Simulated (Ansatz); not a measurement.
# C2H6BN: up Jacob's ladder to CCSD(T)

One table from this session's results is given with a row withheld; the runs are named, their logs left out.

The runs use Ansatz 0.2.0, Gaussian basis; functionals in def2-TZVPP, the program's frozen cores in correlated methods.

The runs, in order: LDA (SPW92), PBE-D4, revPBE-D4, BLYP-D4, r2SCAN-D4, B97M-V, PBE0-D4, B3LYP-D4, r2SCANh-D4, r2SCAN0-D4, HSE06-D4, BHLYP-D4, CAM-B3LYP-D4, LC-ωPBE, ωB97X-V, ωB97M-V, B2PLYP, PBE-QIDH; CCSD(T)/def2-SVP; CCSD(T)/def2-TZVPP; CCSD(T)/def2-QZVPP; extrapolation to the limit; RPA on PBE.

### The relaxed structure

The geometry comes from an earlier relaxation with PBE0-D4 in a triple-zeta def2 set; it is a stationary point, not always the lowest conformer.

10 atoms, charge 0, spin multiplicity 1.

Atoms are counted from 1 here; the program's logs count them from 0.

Bond lengths: B1–N2 1.536 Å, B1–H5 1.211 Å, B1–H6 1.211 Å, B1–H7 1.211 Å, N2–C3 1.142 Å, C3–C4 1.443 Å, C4–H8 1.091 Å, C4–H9 1.091 Å, C4–H10 1.091 Å. Angles: N2–B1–H5 105.7°, N2–B1–H6 105.7°, N2–B1–H7 105.7°, H5–B1–H6 112.9°, H5–B1–H7 112.9°, H6–B1–H7 112.9°, B1–N2–C3 180.0°, N2–C3–C4 179.9°, C3–C4–H8 109.9°, C3–C4–H9 109.9°, C3–C4–H10 109.9°, H8–C4–H9 109.1°, H8–C4–H10 109.1°, H9–C4–H10 109.1°.

The first run:

in.yaml reads:

```yaml
crystal:
  periodic: [false, false, false]
  atoms:
    - {symbol: B, position_ang: [-1.047545, 1.302498, -1.229512]}
    - {symbol: N, position_ang: [-0.269852, 0.337689, -0.322211]}
    - {symbol: C, position_ang: [0.308993, -0.379754, 0.352475]}
    - {symbol: C, position_ang: [1.041813, -1.284963, 1.204009]}
    - {symbol: H, position_ang: [-1.755872, 0.604439, -1.921050]}
    - {symbol: H, position_ang: [-1.676272, 2.020412, -0.483470]}
    - {symbol: H, position_ang: [-0.209392, 1.901902, -1.866314]}
    - {symbol: H, position_ang: [2.078954, -1.350323, 0.870418]}
    - {symbol: H, position_ang: [1.020682, -0.924631, 2.234022]}
    - {symbol: H, position_ang: [0.591490, -2.278370, 1.164634]}
basis:
  gaussian: {orbitals: def2-TZVPP}
hamiltonian: {xc: lda}
output: {orbitals: {seedname: orbitals}}
```

The run is started by

```bash
ansatz run in.yaml --threads 2 --pin off --events-out ev --progress --plain --max-ram 32768MiB --backend cpu
```

Among the steps run: LDA; PBE-D4 (GGA); revPBE-D4 (GGA); BLYP-D4 (GGA); r2SCAN-D4 (meta-GGA); B97M-V (meta-GGA); PBE0-D4 (hybrid); B3LYP-D4 (hybrid); r2SCANh-D4 (hybrid); r2SCAN0-D4 (hybrid); HSE06-D4 (hybrid); BHLYP-D4 (hybrid); CAM-B3LYP-D4 (range-separated); LC-ωPBE (range-separated); ωB97X-V (range-separated); ωB97M-V (range-separated); B2PLYP (double hybrid); PBE-QIDH (double hybrid).

One of the session's tables, all rows but one given; the rest of the session is left out.

It belongs to the step «Frontier levels by functional». 

```
  functional  HOMO (eV)  gap (eV)
 LDA (SPW92)      -6.51      5.01
      PBE-D4      -6.44      5.10
   revPBE-D4      -6.40      5.13
     BLYP-D4      -6.35      5.10
   r2SCAN-D4      -6.68      5.58
      B97M-V      -6.73      5.66
     PBE0-D4      -7.66      7.33
    B3LYP-D4      -7.48      6.88
  r2SCANh-D4      -7.14      6.40
  r2SCAN0-D4          ?         ?
    HSE06-D4      -7.26      6.54
    BHLYP-D4      -8.85      9.60
CAM-B3LYP-D4      -9.04      9.83
     LC-ωPBE     -10.39     12.36
     ωB97X-V     -10.03     11.93
     ωB97M-V      -9.88     11.44
```

Q: Estimate the row for r2SCAN0-D4 from the others.

Worked estimate for «HOMO (eV)». Against the share of exact exchange, r2SCAN-D4 (0, -6.68), r2SCANh-D4 (0.1, -7.14) give a slope of -4.60 per unit share; at 0.25 the line stands at -7.83.

As computed: HOMO (eV): -7.83; gap (eV): 7.65. In «HOMO (eV)» the line misses by 0.00.
